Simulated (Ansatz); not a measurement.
This script makes vertical spin-state energies of CH4F2SeSi, SMILES FC[SiH](F)[SeH] with the Ansatz DFT code, driven from Python.

The script, `ch4f2sesi_spin.py`:
```python
"""Gap between spin states of CH4F2SeSi at one geometry."""

import ansatz as az


def main() -> None:
    system = (
        az.Crystal.molecule()
        .atom("F", [-0.1351, -0.4762, 2.2199])
        .atom("C", [0.0376, 0.3581, 1.0981])
        .atom("Si", [-0.4734, -0.5731, -0.4565])
        .atom("F", [0.5623, -1.966, -0.567])
        .atom("Se", [-0.0721, 0.7318, -2.2877])
        .atom("H", [-0.5674, 1.3012, 1.1737])
        .atom("H", [1.1433, 0.6313, 1.0513])
        .atom("H", [-1.8264, -0.9161, -0.3801])
        .atom("H", [1.4198, 0.8627, -1.8687])
    )

    setup = system.calculation()
    setup = setup.basis(gaussian="def2-TZVP")
    setup = setup.functional("b3lyp")
    found = {}
    for unpaired in [0, 2, 4]:
        report = setup.spin("collinear", total=unpaired).run().report
        s = unpaired / 2
        found[unpaired] = report["free_energy_ev"]
        print(f"2S+1 = {unpaired + 1}: E = {found[unpaired]:.5f} eV, <S^2> = {abs(report['mean_field']['state']['spin_squared']):.3f} (pure state {s * (s + 1):.2f})")
    lowest = min(found, key=found.get)
    for unpaired, e in found.items():
        print(f"multiplicity {unpaired + 1}: {23.060548 * (e - found[lowest]):.1f} kcal/mol above the lowest")


if __name__ == "__main__":
    main()
```

Which spin state is lowest at this geometry, and how far above lie the others?

In order: multiplicity 1 (+0.00 eV), multiplicity 3 (+4.75 eV) and multiplicity 5 (+11.21 eV), all at the one geometry.

The run itself:

```console
$ python ch4f2sesi_spin.py
2S+1 = 1: E = -79769.84791 eV, <S^2> = 0.000 (pure state 0.00)
2S+1 = 3: E = -79765.10114 eV, <S^2> = 2.005 (pure state 2.00)
2S+1 = 5: E = -79758.64068 eV, <S^2> = 6.008 (pure state 6.00)
multiplicity 1: 0.0 kcal/mol above the lowest
multiplicity 3: 109.5 kcal/mol above the lowest
multiplicity 5: 258.4 kcal/mol above the lowest
```

Notes:
- The settings weren't tested for convergence.
- The geometry is a force-field or estimated start, not a minimum of this method, and the basis set is short of its limit. All parts are taken at fixed geometry, without zero-point energy.
- b3lyp holds the VWN-RPA fit, as in Gaussian; the form of ORCA and Turbomole is b3lyp5.
- The whole script took 99 s on 1 thread of Arm Neoverse V2, on a shared host, peak memory 0.78 GiB.
